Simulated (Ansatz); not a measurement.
# ClH5SiZn: the cost of one run

All numbers below are computed with Ansatz 0.2.0 (UKS PBE0-D4/def2-SVP).

## Step 1: Starting point

Bond lengths: Zn1–Si2 2.722 Å, Zn1–Cl3 2.411 Å, Si2–H6 1.462 Å, Si2–H7 1.463 Å, Si2–H8 1.476 Å. Angles: Zn1–Si2–H6 113.8°, Zn1–Si2–H7 114.2°, Zn1–Si2–H8 99.7°, H6–Si2–H7 117.2°, H6–Si2–H8 104.6°, H7–Si2–H8 104.6°, Si2–Zn1–Cl3 111.9°.

As a file:

```xyz
8

Zn   -0.3655   -0.9049   -1.5945
Si    0.8762   -0.2374    0.7337
Cl   -2.2882    0.4866   -2.0204
H    -0.6196    0.7316    0.1433
H    -1.2159    0.6588   -0.6274
H     0.0820   -0.5200    1.9279
H     1.5857    1.0408    0.6901
H     1.9453   -1.2554    0.7473
```

## Step 2: Pulling towards end A

Springs on the bonds that form and break draw the guess towards this end; the thresholds are loose.

input.yaml

```yaml
crystal:
  periodic: [false, false, false]
  atoms:
    - { symbol: Zn, position_ang: [-0.3655, -0.9049, -1.5945] }
    - { symbol: Si, position_ang: [0.8762, -0.2374, 0.7337] }
    - { symbol: Cl, position_ang: [-2.2882, 0.4866, -2.0204] }
    - { symbol: H, position_ang: [-0.6196, 0.7316, 0.1433] }
    - { symbol: H, position_ang: [-1.2159, 0.6588, -0.6274] }
    - { symbol: H, position_ang: [0.082, -0.52, 1.9279] }
    - { symbol: H, position_ang: [1.5857, 1.0408, 0.6901] }
    - { symbol: H, position_ang: [1.9453, -1.2554, 0.7473] }
magnetization:
  spin_polarized: true
basis:
  gaussian: { orbitals: def2-SVP }
hamiltonian:
  xc: pbe0
  dispersion: d4
relax:
  f_tol: 0.15
  max_steps: 25
  restrain:
    - { distance: [0, 4], at: 2.83, k: 30.0 }
    - { distance: [3, 1], at: 2.72, k: 30.0 }
    - { distance: [0, 1], at: 2.33, k: 30.0 }
    - { distance: [3, 4], at: 0.62, k: 30.0 }
```

On the command line:

```sh
$ ansatz run input.yaml --threads 2 --pin off --max-ram 3072MiB --backend cpu --events-out ev --progress --plain --runs-dir out
```

Q: Estimate wall time and peak memory on 2 threads of Arm Neoverse V1, shared host.

About 55 s, with a peak of 0.28 GiB.
